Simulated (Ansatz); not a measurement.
**RuB2 (MoSi2 type): a single-point run**

Wanted: a converged single-point run for RuB2 (MoSi2 type), and a check of what comes out. The structure is shown as the input types it.

Computed with Ansatz 0.2.0 (DFT PBEsol, scalar-relativistic, plane waves, PAW, unless a step's input says otherwise).

2 further runs of the same task are left out: 2 that didn't finish.

## (1) The structure to begin with

Symmetry: I4/mmm, No. 139, tetragonal system. The conventional cell has a = 2.724 Å, b = 2.724 Å, c = 6.812 Å, α = 90.00°, β = 90.00°, γ = 90.00°. Ru (site symmetry 4/mmm) is surrounded by 10 B at 2.20 to 2.27 Å. B (site symmetry 4mm) has 5 B at 2.17 to 2.40 Å and 5 Ru at 2.20 to 2.27 Å as nearest neighbours.

Coordinates:

```
CELL_PARAMETERS angstrom
-1.36215 1.36215 3.40579
1.36215 -1.36215 3.40579
1.36215 1.36215 -3.40579
ATOMIC_POSITIONS crystal
Ru 0.00000 0.00000 0.00000
B 0.32364 0.32364 0.00000
B 0.67636 0.67636 0.00000
```

## (2) The run

File input.yaml:

```yaml
crystal:
  lattice:
    - [-1.3621455181, 1.3621455181, 3.4057907074]
    - [1.3621455181, -1.3621455181, 3.4057907074]
    - [1.3621455181, 1.3621455181, -3.4057907074]
  atoms:
    - { symbol: Ru, position: [0.0, 0.0, 0.0] }
    - { symbol: B, position: [0.3236448641, 0.3236448641, 0.0] }
    - { symbol: B, position: [0.6763551359, 0.6763551359, 0.0] }
basis:
  ecutwfc: "20 eV"
  ecutrho_ratio: 4
kpoints:
  mp_grid: { grid: [16, 16, 16] }
hamiltonian:
  xc: pbesol
scf:
  occupations: { method: gaussian, width: 0.05 }
  max_iter: 75
output:
  forces: true
  stress: true
```

Command:

```
> ansatz run input.yaml --threads 4 --pin off --max-ram 4096MiB --backend cpu --events-out ev --progress --plain --runs-dir out
```

Standard output:

```text
Error: inconsistent input (basis.ecutwfc, kpoints): the smallest per-k basis holds n_pw = 2 plane waves (k-point 294, counted from 0 among those solved) but the deck needs at least 12 band(s) per channel, and no run solves more bands than the smallest per-k basis has plane waves; raise basis.ecutwfc until the smallest per-k basis, which caps the automatic band count, holds at least 12 plane waves
```

It took 0.17 s on 4 threads of Arm Neoverse N1, shared host; peak memory 0.079 GiB.

## (3) Diagnosis

The run ended at the input check. It says: «inconsistent input (basis.ecutwfc, kpoints): the smallest per-k basis holds n_pw = 2 plane waves (k-point 294, counted from 0 among those solved) but the deck needs at least 12 band(s) per channel ...»

Look at the input: basis.ecutwfc is 20 eV. With so few plane waves the basis is incomplete by a wide margin. At this value the smallest basis holds 2 plane waves, fewer than the 12 bands to be solved.

Fix: set basis.ecutwfc to 420.

## (4) Again, with the input mended

Besides the cure, the input differs in scf.max_iter, kpoints.band_path, scf.n_extra_bands, output requests.

input.yaml: that of step 2 with these lines changed.

```diff
@@ -10,3 +10,3 @@
 basis:
-  ecutwfc: "20 eV"
+  ecutwfc: 420
   ecutrho_ratio: 4
@@ -14,2 +14,9 @@
   mp_grid: { grid: [16, 16, 16] }
+  band_path:
+    path:
+      - [[0.0, 0.0, 0.0], [0.0, 0.0, 0.5], [0.25, 0.25, 0.25], [0.0, 0.5, 0.0], [0.0, 0.0, 0.0], [0.5, 0.5, -0.5], [0.28998997, 0.71001003, -0.28998997]]
+      - [[-0.28998997, 0.28998997, 0.28998997], [0.0, 0.0, 0.0]]
+      - [[0.0, 0.0, 0.5], [-0.07997995, 0.07997995, 0.5]]
+      - [[0.5, 0.5, -0.07997995], [0.5, 0.5, -0.5]]
+    npoints: 14
 hamiltonian:
@@ -18,3 +25,3 @@
   occupations: { method: gaussian, width: 0.05 }
-  max_iter: 75
+  n_extra_bands: 12
 output:
@@ -22 +29,9 @@
   stress: true
+  eigenvalues: true
+  populations: true
+  dos: { projected: true, de: 0.02, nscf_kmesh: { grid: [24, 24, 24] } }
+  bader: false
+  write_density: true
+  write_potential: true
+  elf: true
+  volumetric_format: npy
```

Command:

```
> ansatz run input.yaml --threads 4 --pin off --max-ram 4096MiB --backend cpu --events-out ev --progress --plain --runs-dir out
```

From the output:

```text
[...]
Basis set: ecut = 420 eV, 511 PW (Γ), exchange–correlation on 54×54×54 points (8 copies of the dense FFT grid, shifted against one another)
[...]
k-points: 349 of 4096
[...]
SCF iter   1: F=—  HF=-6121.748256 eV  |F-HF|=—  |Δ(HF+E_count)|=         —  Δρ=7.26e-3  dr2=8.20e-3  ethr=1.77e-3  ⟨swp⟩=5.2  Hψ=37749  notcnv=0  defer=338
preconditioner: auto → Kerker (q_TF=auto, 2.666 Å⁻¹)  [metal: Δε(μ)=0.036 eV  Ē_g=17.173 eV  σ=0.050 eV  W_gap=0.39  n_scr=10 (ndim 8)  ℏωp=27.6 eV  f_vac=0.000  D(μ)=0.30/eV (n_scr^D=0)]
SCF iter   2: F=—  HF=-6121.746199 eV  |F-HF|=—  |Δ(HF+E_count)|=   2.06e-3  Δρ=4.24e-3  dr2=3.16e-3  ethr=3.73e-5  ⟨swp⟩=2.0  Hψ=11175  notcnv=0  defer=1248
[...]
SCF iter   5: F=-6121.745095 eV  HF=-6121.745095 eV  |F-HF|=2.14e-9  |Δ(HF+E_count)|=   3.80e-7  Δρ=2.13e-5  dr2=4.50e-8  ethr=9.98e-9  ⟨swp⟩=2.0  Hψ=8062  notcnv=0  defer=1248
SCF iter   6: F=-6121.745095 eV  HF=-6121.745095 eV  |F-HF|=1.52e-9  |Δ(HF+E_count)|=   6.44e-9  Δρ=4.08e-6  dr2=2.91e-9  ethr=2.05e-10  ⟨swp⟩=8.8  Hψ=46115  notcnv=0
[...]
SCF converged after 6 iterations
Free energy (F): -6121.745095 eV
[...]
E sigma→0 (E₀):  -6121.744907 eV
[...]
Fermi energy:    18.795090 eV
[...]
  P = ⅓ Tr σ = -0.0196 GPa (-0.196 kbar)
[...]
```

Run time: 18 s. Hardware: 4 threads of Arm Neoverse N1, shared host; peak memory 0.58 GiB.

The maps below are laid out on this run's own conventional cell (a, b, c = 2.724, 2.724, 6.812 Å).

Density in a lattice plane of the grid's cell (edges 2.72 and 6.81 Å, at 0.000 of the third edge), which holds Ru and B.

Ten even steps from ' ' (0.20 e/Å³) to '@' (10.07 e/Å³):
```
%%##--..      ..--##
--::..          ..::
                    
                    
                    
                    
                    
                    
                    
                    
                    
                    
                    
                    
                    
                    
                    
--::..          ..::
%%##--..      ..--##
@@@@++..      ..++@@
```
Columns run along the first of these edges and rows up along the second, over one cell in 10 and 20 even steps from the bottom left corner. Atoms in the plane (fractional): Ru at (0.00, 0.00), B at (0.00, 0.32), B at (0.00, 0.68).

ELF in the same plane.

Ten even steps from '0' (0.01) to '9' (0.70):
```
7884343488
7753343357
4433333334
9975323579
8885212588
0156323651
0167535761
5687545786
6765444567
5444444444
6765444567
5687545786
0167535761
0156323651
8885212588
9975323579
4433333334
7753343357
7884343488
1685343586
```
Columns run along the first of these edges and rows up along the second, over one cell in 10 and 20 even steps from the bottom left corner. Atoms in the plane (fractional): Ru at (0.00, 0.00), B at (0.00, 0.32), B at (0.00, 0.68).

Both are smooth fields of the valence electrons: close to the nuclei they are not physical.

The highest ELF values outside the cores: 0.76 in the shell around B, 0.6 Å from B; 0.65 on the B–Ru line, 0.8 Å from B.

## (5) Summary of results

```
                           quantity                      value
                          first try                    refused
                              cause         cutoff far too low
                         second try    converged, 6 SCF cycles
energy (zero set by the potentials)              -6121.7451 eV
                           pressure                  -0.02 GPa
                    gap on the mesh  none (metal on this mesh)
                      largest force                 0.001 eV/Å
```

What this shows: With the input mended the run converges in 6 SCF cycles. The reference leaves spin out although Ru can carry a moment, so its state need not be the lowest.
